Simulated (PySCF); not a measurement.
# FeI5 ([FeI5]2-): the cost of one run

Programs: PySCF 2.14.0, with routines of our own; each step states its level. All values are computed. Atoms count from 0.

## Step 1: The system as given

6 atoms, charge -2, states of the metal's open shell are computed; geometry from: model geometry, bond lengths from ionic radii.

## Step 2: Ligand-field states: state-averaged CASSCF in water

Job settings and geometry (Å):

```
{"job": {"kind": "lf", "basis": {"metal": "x2c-TZVPall", "ligand": "x2c-SVPall"}, "nevpt": true, "solvent": "water"}, "charge": -2, "metal": "Fe", "open_shell": "d5"}
Fe     0.000000     0.000000     0.000000
I      0.000000     0.000000     2.645000
I      2.604817     0.000000    -0.459299
I     -2.604817     0.000000    -0.459299
I      0.000000     2.604817    -0.459299
I     -0.000000    -2.604817    -0.459299
```

Method: state-averaged CASSCF of the metal d shell, SC-NEVPT2 on the averaged canonical orbitals, state-interaction spin-orbit coupling.

Command:

```bash
$ OMP_NUM_THREADS=1 python lf_run.py task.json out
```

This one command runs all jobs of the session in turn.

**Question.** How long does this first job take on 1 thread of Intel Xeon Platinum 8488C, shared host, and how much memory does it need?

About 96 s, with a peak of 0.78 GiB.
